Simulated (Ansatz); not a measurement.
**AgRh4: what a guessed cell relaxes into**

Aim: relax a trial structure of AgRh4 and see where it ends.

Computed with Ansatz 0.2.0 (DFT PBE, scalar-relativistic, plane waves, PAW, unless a step's input says otherwise).

**1. Starting point**

Symmetry: P-43m, No. 215, cubic system. The conventional cell has a = 4.508 Å, b = 4.508 Å, c = 4.508 Å, α = 90.00°, β = 90.00°, γ = 90.00°. Ag (site symmetry -43m) is surrounded by 4 Rh at 1.90 Å. Rh (site symmetry 3m) is surrounded by 1 Ag at 1.90 Å.

Coordinates:

```
Ag Rh
1.0
     4.50814    0.00000    0.00000
     0.00000    4.50814    0.00000
     0.00000    0.00000    4.50814
Ag Rh
1 4
Direct
  0.00000 0.00000 0.00000
  0.24378 0.75622 0.75622
  0.75622 0.24378 0.75622
  0.75622 0.75622 0.24378
  0.24378 0.24378 0.24378
```

A structure generator made this guess: species swapped into a database cell of SnI4 (P-43m, No. 215), with Ag on the Sn sites and Rh on the I sites. Its size is a rough estimate.

**2. The guess as it stands, on a coarse mesh**

The input, input.yaml:

```yaml
crystal:
  lattice:
    - [4.50814442, 0.0, 0.0]
    - [0.0, 4.50814442, 0.0]
    - [0.0, 0.0, 4.50814442]
  atoms:
    - { symbol: Ag, position: [0.0, 0.0, 0.0] }
    - { symbol: Rh, position: [0.24378108, 0.75621892, 0.75621892] }
    - { symbol: Rh, position: [0.75621892, 0.24378108, 0.75621892] }
    - { symbol: Rh, position: [0.75621892, 0.75621892, 0.24378108] }
    - { symbol: Rh, position: [0.24378108, 0.24378108, 0.24378108] }
basis:
  ecutwfc: 420
kpoints:
  mp_grid: { grid: [4, 4, 4] }
hamiltonian:
  xc: pbe
scf:
  occupations: { method: gaussian, width: 0.1 }
  lower_state_search: "off"
output:
  forces: true
  stress: true
  eigenvalues: true
```

Run with:

```sh
> ansatz run input.yaml --threads 1 --pin off --max-ram 2560MiB --backend cpu --events-out ev --progress --plain --runs-dir out
```

The session goes on with these runs: a loose first relaxation; spin check on a coarse mesh; final relaxation.

What does the calculation give? Wanted: conventional cell; volume; energy over the elements; gap on the mesh; total moment.

**Answer**, as computed:

```
                              quantity                                                                      value
symmetry at the end (tolerance 0.05 Å)                                                space group P-43m (No. 215)
                     conventional cell  a = 4.561 Å, b = 4.561 Å, c = 4.561 Å, α = 90.00°, β = 90.00°, γ = 90.00°
                                volume                                                              18.97 Å³/atom
              energy over the elements                                                              +1.30 eV/atom
                       gap on the mesh                                                               none (metal)
                          total moment                                                               2.07 μB/cell
```

The space group P-43m (No. 215) is kept, and the volume per atom grows by 3.5 % from the first guess. With a positive formation energy it can't be a ground state. No finished test with a distortion of lower symmetry is shown, so the end may be a saddle point. Where forces pass 15 eV/Å atoms stand far too close, the PAW spheres overlap strongly and those numbers are rough. Other magnetic orders were not searched.
